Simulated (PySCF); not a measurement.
**[CeCl2]2+: other functionals and bases at one geometry**

One table from this session's results is given with a row withheld; the runs are named, their logs left out.

Program: PySCF 2.14.0. Level of theory: several levels, as the steps say, no spin–orbit coupling. These are calculated values, not measurements.

1 further run of the same task is left out (for a known fault of the program).

**The system as given**

3 atoms, charge 2, spin multiplicity 1.

Bond lengths: Ce1–Cl2 2.329 Å, Ce1–Cl3 2.329 Å. Angles: Cl2–Ce1–Cl3 135.3°.

Coordinates:

```xyz
3
charge 2, multiplicity 1
Ce    0.0000    0.0000   -0.2405
Cl    2.1540    0.0000    0.6460
Cl   -2.1540    0.0000    0.6460
```

Formal oxidation states: Ce +4. An earlier session relaxed this geometry at PBE0, Ce def2-SVP with ECP28, Cl def2-SVP (singlet, point group C2v).

At PBE0 on the finer grid: E = -1394.170841 Eh, HOMO -20.67 eV, LUMO -16.70 eV, Mulliken charge on Ce1 +1.58 e, largest force component 0.009 eV/Å. 

Levels to run: wB97X; TPSSh; PBE0, TZVP. Hardware: 2 threads of Arm Neoverse V2, shared host.

Set-up of the first run:

The input, run.py (the lines that set the calculation):

```python
mol = gto.M(atom='''
Ce     0.00000     0.00000    -0.24053
Cl     2.15401     0.00000     0.64604
Cl    -2.15401     0.00000     0.64604''',
    basis={'Ce': 'def2-SVP', 'Cl': 'def2-SVP'},
    ecp={'Ce': 'def2-SVP'},
    charge=2, spin=0)
mf = dft.RKS(mol, xc='WB97X')
mf.grids.atom_grid = (75, 302)  # f atoms: unpruned, at least (60, 302)
mf = mf.density_fit()  # fitting sets: Ce def2-universal-JKFIT, Cl def2-universal-JKFIT
mf.conv_tol = 1e-08; mf.max_cycle = 55
mf.kernel(dm0)  # dm0: the density of the relaxed state
```

On the command line:

```
$ OMP_NUM_THREADS=2 python run.py
```

Steps of the session up to this table: wB97X; TPSSh; PBE0, TZVP.

One table of the session follows, with a row left open; its other results are not shown here.

```
              level  HOMO (eV)  gap (eV)  charge on Ce1 (e)  dipole (D)  largest force component (eV/Å)
PBE0 (relaxed here)     -20.67      3.97               1.58        2.68                            0.01
              wB97X          ?         ?                  ?           ?                               ?
              TPSSh     -19.96      2.39               1.59        2.59                            0.51
         PBE0, TZVP     -20.49      3.96               1.75        2.52                            0.05
```

**Question.** Estimate the row for wB97X.

**Answer.** HOMO (eV): -23.04; gap (eV): 8.62; charge on Ce1 (e): 1.63; dipole (D): 2.91; largest force component (eV/Å): 0.27. In the column «HOMO (eV)» it is the lowest.

The dipole of a charged species depends on the origin, so these sizes hold for this origin alone.

In one basis the HOMO–LUMO gap runs from 2.39 eV (TPSSh) to 8.62 eV (wB97X). The largest leftover force, 0.51 eV/Å with TPSSh, stands at a geometry relaxed at another level. Total energies of different levels can't be compared.
